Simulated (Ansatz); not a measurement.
# Ta2CN (P4/mmm): equation of state with a fit, by script

Wanted for Ta2CN (P4/mmm): an equation of state with a fit.

Program: Ansatz 0.2.0, driven from Python. Level of theory: DFT r2SCAN, plane waves, PAW. These are calculated values, not measurements.

**1. The structure**

Symmetry: P4/mmm, No. 123, tetragonal system. Conventional cell: a = 3.147 Å, b = 3.147 Å, c = 4.458 Å, α = 90.00°, β = 90.00°, γ = 90.00°. Ta (site symmetry 4/mmm) is surrounded by 4 N at 2.23 Å and 2 C at 2.23 Å. Ta (site symmetry 4/mmm) has 4 C at 2.23 Å and 2 N at 2.23 Å as nearest neighbours. Around C (site symmetry 4/mmm) lie 6 Ta at 2.23 Å. N (site symmetry 4/mmm) is surrounded by 6 Ta at 2.23 Å.

The script holds or builds the structure itself.

**2. The code**

Contents of ta2cn_eos.py:

```python
import ansatz as az
from ase.eos import EquationOfState
from ase.units import GPa
import numpy as np

VECTORS = np.array([
    [3.146767, 0.0, 0.0],
    [0.0, 3.146767, 0.0],
    [0.0, 0.0, 4.4577],
])
SITES = [
    ('Ta', (0.0, 0.0, 0.0)),
    ('Ta', (0.5, 0.5, 0.5)),
    ('C', (0.0, 0.0, 0.5)),
    ('N', (0.5, 0.5, 0.0)),
]


def build(cell):
    crystal = az.Crystal(lattice=az.Lattice.of(cell))
    for symbol, position in SITES:
        crystal = crystal.atom(symbol, position)
    return crystal

volumes, energies = [], []
for scale in np.linspace(0.95, 1.07, 5):
    cell = VECTORS * scale ** (1 / 3)
    calc = (
        build(cell).calculation()
        .functional('r2scan')
        .occupations('Methfessel-Paxton', width=0.1)
        .basis(600)
        .kpoints(7, 7, 5)
    )
    report = calc.run(threads=1).report
    volumes.append(abs(np.linalg.det(cell)) / len(SITES))
    energies.append(report['free_energy_ev'] / len(SITES))
    print(f'V = {volumes[-1]:8.4f} A^3/atom  F = {energies[-1]:.5f} eV/atom')

eos = EquationOfState(volumes, energies, eos='murnaghan')
v0, e0, bulk = eos.fit()
print(f'V0 = {v0:.4f} A^3/atom, E0 = {e0:.5f} eV/atom, B = {bulk / GPa:.1f} GPa')
```

**3. The input behind the calls**

The engine receives this input (first run):

```yaml
crystal:
  lattice:
    - [3.0934216605465443, 0.0, 0.0]
    - [0.0, 3.0934216605465443, 0.0]
    - [0.0, 0.0, 4.38213116389562]
  atoms:
    - { symbol: Ta, position: [0.0, 0.0, 0.0] }
    - { symbol: Ta, position: [0.5, 0.5, 0.5] }
    - { symbol: C, position: [0.0, 0.0, 0.5] }
    - { symbol: "N", position: [0.5, 0.5, 0.0] }
basis:
  ecutwfc: 600.0
kpoints:
  mp_grid:
    grid: [7, 7, 5]
hamiltonian:
  xc: r2scan
scf:
  occupations:
    method: methfessel_paxton
    width: 0.1
```

**4. The run**

Command:

```sh
> python ta2cn_eos.py
```

The log of the run:

```text
V =  10.4834 A^3/atom  F = -5132.09946 eV/atom
V =  10.8145 A^3/atom  F = -5132.11450 eV/atom
V =  11.1455 A^3/atom  F = -5132.10724 eV/atom
V =  11.4766 A^3/atom  F = -5132.08100 eV/atom
V =  11.8077 A^3/atom  F = -5132.03860 eV/atom
V0 = 10.8638 A^3/atom, E0 = -5132.11474 eV/atom, B = 344.9 GPa
```

Wall time 30 s (1 thread of Arm Neoverse V1, shared host); peak memory 0.5 GiB.

**5. What changed from run to run**

The engine's inputs for some of the other runs:

Run 2, against run 1:

```diff
@@ -3,3 +3,3 @@
-    - [3.0934216605465443, 0.0, 0.0]
-    - [0.0, 3.0934216605465443, 0.0]
-    - [0.0, 0.0, 4.38213116389562]
+    - [3.1256471220350663, 0.0, 0.0]
+    - [0.0, 3.1256471220350663, 0.0]
+    - [0.0, 0.0, 4.427781648878266]
```

Run 4, against run 1:

```diff
@@ -3,3 +3,3 @@
-    - [3.0934216605465443, 0.0, 0.0]
-    - [0.0, 3.0934216605465443, 0.0]
-    - [0.0, 0.0, 4.38213116389562]
+    - [3.188176577681008, 0.0, 0.0]
+    - [0.0, 3.188176577681008, 0.0]
+    - [0.0, 0.0, 4.516360674409204]
```

Run 5, against run 1:

```diff
@@ -3,3 +3,3 @@
-    - [3.0934216605465443, 0.0, 0.0]
-    - [0.0, 3.0934216605465443, 0.0]
-    - [0.0, 0.0, 4.38213116389562]
+    - [3.218541991683784, 0.0, 0.0]
+    - [0.0, 3.218541991683784, 0.0]
+    - [0.0, 0.0, 4.559376222112665]
```

**6. Run by run**

The 5 runs, in the order started:

| run | volume (Å³/atom) | energy from run 2 (meV/atom) | SCF cycles | CPU time (s) |
| --- | --- | --- | --- | --- |
| 1 | 10.483 | 15.04 | 9 | 6.2 |
| 2 | 10.814 | 0.00 | 8 | 5.2 |
| 3 | 11.146 | 7.26 | 8 | 5.2 |
| 4 | 11.477 | 33.50 | 8 | 5.6 |
| 5 | 11.808 | 75.90 | 8 | 5.7 |

Energies are free energies F = E - TS of the smeared occupations. 

**7. What came out**

| quantity | value |
| --- | --- |
| runs compared | 5 |
| range of energy | 75.90 meV/atom |
| lowest point, volume (Å³/atom) | 10.814 |
| equilibrium volume (fit) | 10.86 Å³/atom |
| bulk modulus (fit) | 345 GPa |

**Reading.** A third-order Birch-Murnaghan fit through the 5 points (the script's own form differs a little) has its minimum at 10.86 Å³ an atom, 1.6 % below the typed cell, with a bulk modulus of 345 GPa and dB/dP = 4.3. From that minimum the energy rises by 15.3 meV an atom on the compressed side and 76.1 meV on the expanded side. What to keep in mind:
- The run is spin-unpolarised.
- Shape and fractional positions are held along the curve, so the bulk modulus is an upper value where they are free to relax, by a factor of two or more in layered or hydrogen-bonded cells.
- For a metal this k-point mesh is coarse: on a finer one energies can move by several to tens of meV an atom and pressures by half a GPa or more, differences at one mesh by less.
- Spin-orbit coupling, which matters for elements this heavy, is left out.
- The structure comes from a database of computed cells and needn't be a stable or known phase.
